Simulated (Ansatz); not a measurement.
Crystal: Ga3Se.

```
Se Ga
1.0
     4.43246    0.00000    0.00000
     0.00000    4.43246    0.00000
     0.00000    0.00000    4.43246
Se Ga
1 3
Direct
  0.00000 0.00000 0.00000
  0.50000 0.50000 0.00000
  0.50000 0.00000 0.50000
  0.00000 0.50000 0.50000
```

The cell comes from a database or a generator and needn't be the stable form of this composition.

* Program: Ansatz 0.2.0
* Task: relaxation of cell and atoms
* Functional: LDA
* Potentials or basis: Ansatz PAW
* Cutoff: 420 eV (not typed: the program's choice for these potentials)
* k mesh: 6 × 6 × 6
* Occupations: fermi-dirac, width 0.05 eV
* Spin: no spin polarisation

At the start: volume 21.77 Å³/atom.

**Question.** Where does the relaxation end?

**Answer.** It ends after 4 steps and the volume is 19.34 Å³/atom (-11.2 %); space group Pm-3m (No. 221, to 0.05 Å).

The path:
```tsv
step	energy change (eV)	largest force (eV/Å)	volume (Å³)
1	0.0000	0.0000	87.08
2	-0.1712	0.0000	77.21
3	-0.1712	0.0000	77.34
4	-0.1696	0.0000	77.34
```

Final structure:
```
CELL_PARAMETERS angstrom
4.26062 0.00000 0.00000
0.00000 4.26062 0.00000
0.00000 0.00000 4.26062
ATOMIC_POSITIONS crystal
Se 0.00000 0.00000 0.00000
Ga 0.50000 0.50000 0.00000
Ga 0.50000 0.00000 0.50000
Ga 0.00000 0.50000 0.50000
```

Caveat: the plane-wave basis is chosen anew once the cell has moved, so the energies of steps on either side of that aren't comparable; the PAW data sets come from PBE, with cores solved anew for the run's functional, which leaves a small shift of forces and pressure.
